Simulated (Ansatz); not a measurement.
**C₂H₇InS₂: a ladder of functionals and wavefunction methods**

An exercise on one series of results from a longer session: the logs are not shown, and one member is left open.

Computed with Ansatz 0.2.0, Gaussian basis. Level: functionals in def2-TZVPP, the program's frozen cores in correlated methods.

Plan: LDA (SPW92), PBE-D4, revPBE-D4, BLYP-D4, r2SCAN-D4, B97M-V, PBE0-D4, B3LYP-D4, r2SCANh-D4, r2SCAN0-D4, HSE06-D4, BHLYP-D4, CAM-B3LYP-D4, LC-ωPBE, ωB97X-V, ωB97M-V, B2PLYP, PBE-QIDH; CCSD(T)/def2-SVP; MP2/def2-TZVPP; MP2/def2-QZVPP; RPA on PBE.

### The relaxed structure

The geometry comes from an earlier relaxation with PBE0-D4 in a triple-zeta def2 set; it is a stationary point, not always the lowest conformer. In takes the def2 core potential; no spin-orbit term is included.

SMILES `C[CH2][In]([SH])[SH]`, 12 atoms, charge 0, spin multiplicity 1.

Atoms are counted from 1 here; the program's logs count them from 0.

Bond lengths: C1–C2 1.521 Å, C1–H6 1.093 Å, C1–H7 1.095 Å, C1–H8 1.093 Å, C2–In3 2.153 Å, C2–H9 1.093 Å, C2–H10 1.093 Å, In3–S4 2.395 Å, In3–S5 2.388 Å, S4–H11 1.344 Å, S5–H12 1.343 Å. Angles: C2–C1–H6 112.0°, C2–C1–H7 111.2°, C2–C1–H8 112.0°, H6–C1–H7 107.1°, H6–C1–H8 107.3°, H7–C1–H8 107.1°, C1–C2–In3 113.6°, C1–C2–H9 111.6°, C1–C2–H10 111.6°, In3–C2–H9 106.5°, In3–C2–H10 106.6°, H9–C2–H10 106.6°, C2–In3–S4 121.9°, C2–In3–S5 125.0°, S4–In3–S5 113.1°, In3–S4–H11 93.5°, In3–S5–H12 93.7°.

As a file:

```xyz
12
charge 0, multiplicity 1
C     0.46429   -1.03808    1.44096
C     0.70021    0.36587    0.90643
In   -0.28886    0.75416   -0.96637
S    -1.61869   -0.90793   -2.06453
S    -0.19814    2.82045   -2.16032
H    -0.59597   -1.23454    1.61935
H     0.98472   -1.19196    2.39163
H     0.82425   -1.80438    0.74973
H     1.76327    0.56004    0.74304
H     0.34893    1.12690    1.60779
H    -1.40176   -1.82908   -1.11021
H    -0.98225    2.37855   -3.15752
```

The first run:

in.yaml reads:

```yaml
crystal:
  periodic: [false, false, false]
  atoms:
    - {symbol: C, position_ang: [0.464290, -1.038082, 1.440958]}
    - {symbol: C, position_ang: [0.700209, 0.365866, 0.906435]}
    - {symbol: In, position_ang: [-0.288857, 0.754161, -0.966368]}
    - {symbol: S, position_ang: [-1.618693, -0.907934, -2.064525]}
    - {symbol: S, position_ang: [-0.198143, 2.820451, -2.160319]}
    - {symbol: H, position_ang: [-0.595967, -1.234543, 1.619354]}
    - {symbol: H, position_ang: [0.984719, -1.191957, 2.391631]}
    - {symbol: H, position_ang: [0.824245, -1.804378, 0.749728]}
    - {symbol: H, position_ang: [1.763270, 0.560038, 0.743044]}
    - {symbol: H, position_ang: [0.348931, 1.126904, 1.607792]}
    - {symbol: H, position_ang: [-1.401758, -1.829080, -1.110213]}
    - {symbol: H, position_ang: [-0.982245, 2.378554, -3.157518]}
basis:
  gaussian: {orbitals: def2-TZVPP}
hamiltonian: {xc: lda}
output: {orbitals: {seedname: orbitals}}
```

Launch:

```bash
$ ansatz run in.yaml --threads 4 --pin off --events-out ev --progress --plain --max-ram 10444MiB
```

Among the steps run: LDA; PBE-D4 (GGA); revPBE-D4 (GGA); BLYP-D4 (GGA); r2SCAN-D4 (meta-GGA); B97M-V (meta-GGA); PBE0-D4 (hybrid); B3LYP-D4 (hybrid); r2SCANh-D4 (hybrid); r2SCAN0-D4 (hybrid); HSE06-D4 (hybrid); BHLYP-D4 (hybrid); CAM-B3LYP-D4 (range-separated); LC-ωPBE (range-separated); ωB97X-V (range-separated); ωB97M-V (range-separated); B2PLYP (double hybrid); PBE-QIDH (double hybrid).

One table of the session follows, with a row left open; its other results are not shown here.

It belongs to the step «Orbital energies across the functionals». 

```
  functional  HOMO (eV)  gap (eV)
 LDA (SPW92)      -6.13      4.09
      PBE-D4      -6.00      4.22
   revPBE-D4      -5.94      4.28
     BLYP-D4      -5.82      4.09
   r2SCAN-D4      -6.28      4.75
      B97M-V      -6.34      4.64
     PBE0-D4      -7.19      6.17
    B3LYP-D4      -6.93      5.67
  r2SCANh-D4          ?         ?
  r2SCAN0-D4      -7.38      6.48
    HSE06-D4      -6.79      5.41
    BHLYP-D4      -8.23      7.88
CAM-B3LYP-D4      -8.48      8.29
     LC-ωPBE      -9.92     10.78
     ωB97X-V      -9.54     10.26
     ωB97M-V      -9.37      9.83
```

Q: Estimate the row for r2SCANh-D4 from the others.

Worked estimate for «HOMO (eV)». Against the share of exact exchange, r2SCAN-D4 (0, -6.28), r2SCAN0-D4 (0.25, -7.38) give a slope of -4.40 per unit share; at 0.1 the line stands at -6.72.

**Answer.** HOMO (eV): -6.72; gap (eV): 5.46. In «HOMO (eV)» the line misses by 0.00.
